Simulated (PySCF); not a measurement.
# C7H5NS: reorganisation energies

What do calculations give for the reorganisation energies of C7H5NS (`c1ccc2scnc2c1`)?

Programs: PySCF 2.14.0, with routines of our own; each step states its level. All values are computed. Atoms count from 0.

## 1. The system as given

14 atoms, charge 0, multiplicity 1; geometry from: GFN2-xTB.

## 2. Optimising the geometry at B3LYP/def2-SV(P)

The job: settings as JSON, then the geometry in Å.

```
{"job": {"xc": "B3LYP", "basis": "def2-SV(P)", "grid": 1, "kind": "geom"}, "charge": 0, "multiplicity": 1}
C     -1.712740     0.855797    -0.149158
C     -1.899217    -0.508034     0.072723
C     -0.823780    -1.361874     0.216842
C      0.449963    -0.824856     0.134802
S      1.989515    -1.621139     0.273451
C      2.743849    -0.060429     0.021316
N      1.964903     0.930965    -0.145495
C      0.652294     0.555973    -0.090558
C     -0.448028     1.396777    -0.232678
H     -2.576244     1.495160    -0.256386
H     -2.901683    -0.904159     0.133193
H     -0.964809    -2.417497     0.388755
H      3.813806     0.013926     0.015055
H     -0.288506     2.448917    -0.404029
```

Run with:

```bash
OMP_NUM_THREADS=1 python excited_run.py task.json out
```

One launch serves the whole session: the jobs run in the order shown.

Standard output:

```text
step   0  E = -722.34403691  max force = 0.024025
step   1  E = -722.34687436  max force = 0.001847
step   2  E = -722.34688446  max force = 0.000787
step   3  E = -722.34688531  max force = 0.000904
step   4  E = -722.34688827  max force = 0.000263
optimisation converged
```

It took 36 s on 1 thread of Arm Neoverse V1, shared host; peak memory 0.65 GiB.

The steps of the relaxation:

```
step  energy from step 0 (eV)  largest force component (eV/Å)
   0                   0.0000                          1.2354
   1                  -0.0772                          0.0950
   2                  -0.0775                          0.0405
   3                  -0.0775                          0.0465
   4                  -0.0776                          0.0135
```

Close pairs (by a distance rule), those that changed most:

```
  bond  before (Å)  after (Å)  change (Å)
C5–H12       1.073      1.095      +0.022
 N6–C7       1.366      1.384      +0.018
 C5–N6       1.272      1.289      +0.017
 C2–C3       1.385      1.401      +0.016
 C0–C1       1.394      1.410      +0.016
C8–H13       1.078      1.093      +0.015
C1–H10       1.080      1.094      +0.015
C2–H11       1.079      1.093      +0.015
```

The end geometry stands in the next job.

```
                         at the end point                value
  point group (found at 0.08 Å tolerance)                   Cs
rotational constants (GHz, main isotopes)  3.156, 1.328, 0.935
                        dipole moment (D)                 1.29
```

## 3. Relaxation after adding or removing an electron (C7H5NS+ (doublet)): UKS B3LYP/def2-SV(P)

The job: settings as JSON, then the geometry in Å.

```
{"job": {"kind": "ionopt", "ions": [1], "xc": "B3LYP", "basis": "def2-SV(P)", "grid": 1}, "charge": 1, "multiplicity": 2}
C     -1.659627     0.897040    -0.044436
C     -1.850867    -0.481869     0.178209
C     -0.766039    -1.345108     0.325431
C      0.523271    -0.802590     0.245768
S      2.075442    -1.597958     0.385294
C      2.842117    -0.029199     0.134705
N      2.056956     0.978938    -0.034049
C      0.731168     0.584875     0.021678
C     -0.379257     1.435624    -0.123596
H     -2.530816     1.549562    -0.155923
H     -2.867173    -0.883299     0.237170
H     -0.921192    -2.413545     0.498232
H      3.934658     0.040242     0.129965
H     -0.212704     2.501870    -0.295914
```

With the program's defaults for keys left out, this is: UKS B3LYP/def2-SV(P) geometry optimisation of the ion from the geometry of its parent, gas phase.

Standard output:

```text
step       E/Eh        max force   <S^2>
  0    -722.03071357   0.033027   0.7667
  1    -722.03298141   0.003518   0.7676
  2    -722.03298626   0.005929   0.7673
  3    -722.03312430   0.003858   0.7672
  4    -722.03317746   0.004051   0.7668
  5    -722.03330389   0.003692   0.7658
  6    -722.03328000   0.009465   0.7625
  7    -722.03352834   0.002143   0.7636
  8    -722.03355180   0.001267   0.7631
  9    -722.03355692   0.000446   0.7628
optimisation converged
```

Wall time 2.5 min (1 thread of Arm Neoverse V1, shared host); peak memory 0.7 GiB.

From this job:

```
             quantity    value
geometry moved (RMSD)  0.021 Å
                 ⟨S²⟩    0.763
```

Bonds of the start that changed most:

```
 bond  start (Å)  end (Å)
C1–C2      1.394    1.441
S4–C5      1.764    1.725
N6–C7      1.384    1.350
C5–N6      1.289    1.321
C7–C8      1.406    1.430
C0–C1      1.410    1.390
```

Mulliken spin populations:

C0 -0.11; C1 0.21; C2 0.28; C3 -0.07; S4 0.17; C5 0.02; N6 0.15; C7 -0.01; C8 0.40; H9 0.00; H10 -0.01; H11 -0.01; H12 0.00; H13 -0.02

## 4. Reorganisation energies: UKS B3LYP/def2-SV(P)

Settings changed since step 3:

```diff
@@ -1,2 +1,2 @@
-{"job": {"kind": "ionopt", "ions": [1], "xc": "B3LYP", "basis": "def2-SV(P)", "grid": 1}, "charge": 1, "multiplicity": 2}
+{"job": {"kind": "reorg", "ions": [1, -1], "xc": "B3LYP", "basis": "def2-SV(P)", "grid": 1}, "charge": 0, "multiplicity": 1}
 C     -1.659627     0.897040    -0.044436
```

Level: UKS B3LYP/def2-SV(P) four-point reorganisation energy, gas phase.

Standard output:

```text
final grid: 60056 points
cycle   1  E = -722.2969994196  dE =  1.576e+00  |g| = 4.198e-01  |ddm| = 5.245e+00
cycle   2  E = -722.1935124785  dE =  1.035e-01  |g| = 7.600e-01  |ddm| = 1.467e+00
cycle   3  E = -722.3432136462  dE = -1.497e-01  |g| = 1.184e-01  |ddm| = 9.489e-01
cycle   4  E = -722.3462210519  dE = -3.007e-03  |g| = 4.939e-02  |ddm| = 1.785e-01
cycle   5  E = -722.3467329647  dE = -5.119e-04  |g| = 2.218e-02  |ddm| = 8.298e-02
cycle   6  E = -722.3468804550  dE = -1.475e-04  |g| = 5.164e-03  |ddm| = 3.360e-02
cycle   7  E = -722.3468878461  dE = -7.391e-06  |g| = 1.231e-03  |ddm| = 8.620e-03
cycle   8  E = -722.3468882611  dE = -4.150e-07  |g| = 1.949e-04  |ddm| = 1.915e-03
cycle   9  E = -722.3468882661  dE = -5.061e-09  |g| = 1.716e-04  |ddm| = 4.437e-04
cycle  10  E = -722.3468882740  dE = -7.919e-09  |g| = 3.279e-05  |ddm| = 2.141e-04
cycle  11  E = -722.3468882742  dE = -1.212e-10  |g| = 2.698e-05  |ddm| = 6.542e-05
converged SCF energy = -722.3468882742

hole transfer: vertical 8.6124 eV, relaxation of the ion converged
  adiabatic 8.5262 eV, lambda(ion) 0.0862, lambda(parent) 0.1303, total 0.2164 eV

electron transfer: vertical -0.7121 eV, relaxation of the ion skipped
```

It took 19 s on 1 thread of Arm Neoverse V1, shared host; peak memory 0.7 GiB.

## 5. Outcome

| quantity | value |
| --- | --- |
| point group | Cs |
| rotational constants (main isotopes) | 3.16, 1.33, 0.93 GHz |
| geometry moved (RMSD) (step 3, UKS B3LYP/def2-SV(P)) | 0.021 Å |
| hole reorganisation energy (step 4, UKS B3LYP/def2-SV(P)) | 0.2164 eV |

In words: Relaxing lowered the energy by 0.078 eV in 4 steps; the close pair that moved most is C5–H12, from 1.073 to 1.095 Å. In step 3 (relaxation after adding or removing an electron), among the bonds C1–C2 changes most, from 1.394 to 1.441 Å.
